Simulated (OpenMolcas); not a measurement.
# One shape, several levels: triplet C2H5GeN

We compute a comparison of 5 runs (UHF/3-21G, UBLYP/def2-SVP, UM06-L/def2-SVP, UPBE/def2-SVP, UPBE0/def2-SVP) of triplet C2H5GeN. 

The results are computed with OpenMolcas 26.06.

## Step 1: The system as given

C2H5GeN has 9 atoms, charge 0, and is taken as a triplet. As SMILES of the parent species, `C1=[N][GeH2][CH2]1`. Geometry: relaxed at PBE0-D4/def2-TZVP. That shape belongs to the parent species and isn't relaxed for this state.

Bond lengths: C1–N2 1.278 Å, N2–Ge3 1.910 Å, C1–C4 1.512 Å, Ge3–C4 1.983 Å, C1–H5 1.098 Å, Ge3–H6 1.538 Å, Ge3–H7 1.538 Å, C4–H8 1.092 Å, C4–H9 1.092 Å. Some angles: C1–N2–Ge3 89.9°, N2–C1–C4 114.8°, N2–Ge3–C4 74.4°, C1–C4–Ge3 80.9°, N2–C1–H5 121.7°, C4–C1–H5 123.5°, N2–Ge3–H6 115.0°, N2–Ge3–H7 115.0°, C4–Ge3–H6 118.6°, C4–Ge3–H7 118.6°.

## Step 2: The energy at UHF/3-21G (run 1)

test.inp

```
>>> EXPORT MOLCAS_PRINT=2
&GATEWAY
BasLib
$CurrDir
Coord
9
bohr
C     -0.35300084    -1.03878245    -2.03164456
N      1.95756729    -0.34487502    -2.15712237
Ge     1.70812344     1.05938047     1.15840211
C     -1.67316351    -0.37246502     0.41290516
H     -1.27669897    -2.03995935    -3.59690471
H      1.99649565     3.94782685     1.29276164
H      3.35615360    -0.23999522     3.16850379
H     -3.25127380     0.93994977     0.20220070
H     -2.29715108    -1.99876332     1.51877289
Basis
3-21G
Group
NoSym
&SEWARD
&SCF
UHF
Spin
3
Thresholds
1e-10 1e-07 1e-07 1e-05
PrOrbitals
1 1
```

The basis set 3-21G is read from a file made from the Basis Set Exchange's data (not shown).

Launch:

```bash
export MOLCAS_MEM=1860
pymolcas test.inp > test.log
```

What it wrote:

```text
--- Start Module: gateway ---
[...]
--- Stop Module: gateway /rc=_RC_ALL_IS_WELL_ ---
--- Start Module: seward ---
[...]
      Basis functions           59
--- Stop Module: seward /rc=_RC_ALL_IS_WELL_ ---
--- Start Module: scf ---
[...]
       Convergence after  23 Iterations
[...]
::    Total SCF energy                              -2197.5278789981
[...]
      Total spin, S                                     1.0065629913
[...]
      Total electronic charge=   56.000000
      Total            charge=   -0.000000
[...]
      Dipole Moment (debye):
      Origin of the operator (angstrom)=    0.5786    0.2586    0.1747
                   X= -3.1005E-01               Y=  7.5810E-01               Z=  1.9165E+00           Total=  2.0842E+00
      Quadrupole Moment (debye*angstrom):
[...]
--- Stop Module: scf /rc=_RC_ALL_IS_WELL_ ---
[...]
```

It took 2.5 s on 1 thread of Intel Xeon 6975P-C (Granite Rapids), shared host; peak memory 0.39 GiB.

## Step 3: A single-point energy at UBLYP/def2-SVP (run 2)

job.input

```
* C2H5GeN Kohn-Sham DFT
>>> EXPORT MOLCAS_PRINT=2

&gateway
 baslib=$CurrDir
 coord
 9
 angstrom
 C       -0.186800      -0.549700      -1.075100
 N        1.035900      -0.182500      -1.141500
 Ge       0.903900       0.560600       0.613000
 C       -0.885400      -0.197100       0.218500
 H       -0.675600      -1.079500      -1.903400
 H        1.056500       2.089100       0.684100
 H        1.776000      -0.127000       1.676700
 H       -1.720500       0.497400       0.107000
 H       -1.215600      -1.057700       0.803700
 basis=def2-SVP
 group=NoSym

&seward
 gridinput
 Grid=UltraFine
 End of Grid

&scf
 uhf
 spin=3
 ksdft=BLYP
 thresholds=1e-10 1e-07 1e-07 1e-05
 prorbitals=1 2
```

The basis set def2-SVP is read from a file made from the Basis Set Exchange's data (not shown).

Launch:

```bash
export MOLCAS_MEM=1860
pymolcas job.input > job.log
```

What it wrote:

```text
--- Start Module: gateway ---
[...]
--- Stop Module: gateway /rc=_RC_ALL_IS_WELL_ ---
--- Start Module: seward ---
[...]
      Basis functions           99
--- Stop Module: seward /rc=_RC_ALL_IS_WELL_ ---
[...]
--- Start Module: scf ---
[...]
       Convergence after  23 Iterations
[...]
::    Total KS-DFT energy                           -2210.4059157081
[...]
      Total spin, S                                     1.0015308643
[...]
      Total electronic charge=   56.000000
      Total            charge=   -0.000000
[...]
      Dipole Moment (debye):
      Origin of the operator (angstrom)=    0.5786    0.2586    0.1747
                   X= -5.9517E-01               Y=  5.3192E-01               Z=  1.6185E+00           Total=  1.8047E+00
      Quadrupole Moment (debye*angstrom):
[...]
--- Stop Module: scf /rc=_RC_ALL_IS_WELL_ ---
[...]
```

It took 52 s on 1 thread of Intel Xeon 6975P-C (Granite Rapids), shared host; peak memory 0.55 GiB.

Run 3 isn't shown in full; the table further down has it.

## Step 4: A single-point energy at UPBE/def2-SVP (run 4)

run.input

```
&GATEWAY
  BasLib = $CurrDir
  Coord
  9
  angstrom
  C       -0.186800      -0.549700      -1.075100
  N        1.035900      -0.182500      -1.141500
  Ge       0.903900       0.560600       0.613000
  C       -0.885400      -0.197100       0.218500
  H       -0.675600      -1.079500      -1.903400
  H        1.056500       2.089100       0.684100
  H        1.776000      -0.127000       1.676700
  H       -1.720500       0.497400       0.107000
  H       -1.215600      -1.057700       0.803700
  Basis = def2-SVP
  Group = NoSym

&SEWARD
  GridInput
  Grid=UltraFine
  End of Grid

&SCF
  UHF
  Spin = 3
  KSDFT = PBE
  Thresholds = 1e-10 1e-07 1e-07 1e-05
  PrOrbitals = 1 1
```

The basis set def2-SVP is read from a file made from the Basis Set Exchange's data (not shown).

Launch:

```bash
export MOLCAS_MEM=1860
pymolcas run.input > run.log
```

What it wrote:

```text
--- Start Module: gateway ---
[...]
--- Stop Module: gateway /rc=_RC_ALL_IS_WELL_ ---
--- Start Module: seward ---
[...]
      Basis functions           99
--- Stop Module: seward /rc=_RC_ALL_IS_WELL_ ---
[...]
--- Start Module: scf ---
[...]
       Convergence after  25 Iterations
[...]
::    Total KS-DFT energy                           -2209.9289954799
[...]
      Total spin, S                                     1.0015001323
[...]
      Total electronic charge=   56.000000
      Total            charge=   -0.000000
[...]
      Dipole Moment (debye):
      Origin of the operator (angstrom)=    0.5786    0.2586    0.1747
                   X= -6.0502E-01               Y=  5.4053E-01               Z=  1.6449E+00           Total=  1.8341E+00
      Quadrupole Moment (debye*angstrom):
[...]
--- Stop Module: scf /rc=_RC_ALL_IS_WELL_ ---
[...]
```

It took 55 s on 1 thread of Intel Xeon 6975P-C (Granite Rapids), shared host; peak memory 0.55 GiB.

## Step 5: A single-point energy at UPBE0/def2-SVP (run 5)

job.inp

```
&GATEWAY
  BasLib = $CurrDir
  Coord
  9
  angstrom
  C       -0.186800      -0.549700      -1.075100
  N        1.035900      -0.182500      -1.141500
  Ge       0.903900       0.560600       0.613000
  C       -0.885400      -0.197100       0.218500
  H       -0.675600      -1.079500      -1.903400
  H        1.056500       2.089100       0.684100
  H        1.776000      -0.127000       1.676700
  H       -1.720500       0.497400       0.107000
  H       -1.215600      -1.057700       0.803700
  Basis = def2-SVP
  Group = NoSym

&SEWARD
  GridInput
  Grid=UltraFine
  End of Grid

&SCF
  UHF
  Spin = 3
  KSDFT = PBE0
  Thresholds = 1e-10 1e-07 1e-07 1e-05
  PrOrbitals = 1
```

The basis set def2-SVP is read from a file made from the Basis Set Exchange's data (not shown).

Launch:

```bash
export MOLCAS_MEM=1860
pymolcas job.inp > job.log
```

What it wrote:

```text
--- Start Module: gateway ---
[...]
--- Stop Module: gateway /rc=_RC_ALL_IS_WELL_ ---
--- Start Module: seward ---
[...]
      Basis functions           99
--- Stop Module: seward /rc=_RC_ALL_IS_WELL_ ---
[...]
--- Start Module: scf ---
[...]
       Convergence after  23 Iterations
[...]
::    Total KS-DFT energy                           -2209.9985958545
[...]
      Total spin, S                                     1.0025810382
[...]
      Total electronic charge=   56.000000
      Total            charge=   -0.000000
[...]
      Dipole Moment (debye):
      Origin of the operator (angstrom)=    0.5786    0.2586    0.1747
                   X= -4.8894E-01               Y=  6.2807E-01               Z=  1.7562E+00           Total=  1.9281E+00
      Quadrupole Moment (debye*angstrom):
[...]
--- Stop Module: scf /rc=_RC_ALL_IS_WELL_ ---
[...]
```

It took 51 s on 1 thread of Intel Xeon 6975P-C (Granite Rapids), shared host; peak memory 0.55 GiB.

## Step 6: Overview of the runs

| run | level | integration grid | energy (Eh) | dipole moment (D) | HOMO energy (eV) | ⟨S²⟩ | wall time |
| --- | --- | --- | --- | --- | --- | --- | --- |
| 1 | UHF/3-21G | – | -2197.527879 | 2.08 | -6.18 | 2.020 | 2.5 s |
| 2 | UBLYP/def2-SVP | UltraFine | -2210.405916 | 1.80 | -1.28 | 2.005 | 52 s |
| 3 | UM06-L/def2-SVP | UltraFine | -2210.344645 | 1.97 | -1.62 | 2.010 | 80 s |
| 4 | UPBE/def2-SVP | UltraFine | -2209.928995 | 1.83 | -1.46 | 2.005 | 55 s |
| 5 | UPBE0/def2-SVP | UltraFine | -2209.998596 | 1.93 | -2.82 | 2.008 | 51 s |

## Step 7: Results

| quantity | value |
| --- | --- |
| run 5: total energy | -2209.99860 Eh |
| run 5: dipole moment | 1.93 D |
| run 5: HOMO energy (highest over α and β) | -2.82 eV |
| run 5: ⟨S²⟩ | 2.008 |

**Reading.** The dipole moment (its size) runs from 1.80 D (UBLYP/def2-SVP) to 2.08 D (UHF/3-21G). The two ends differ in method and basis. Totals of different functionals can't be ranked against each other. All runs together took 4 min, the longest 80 s.
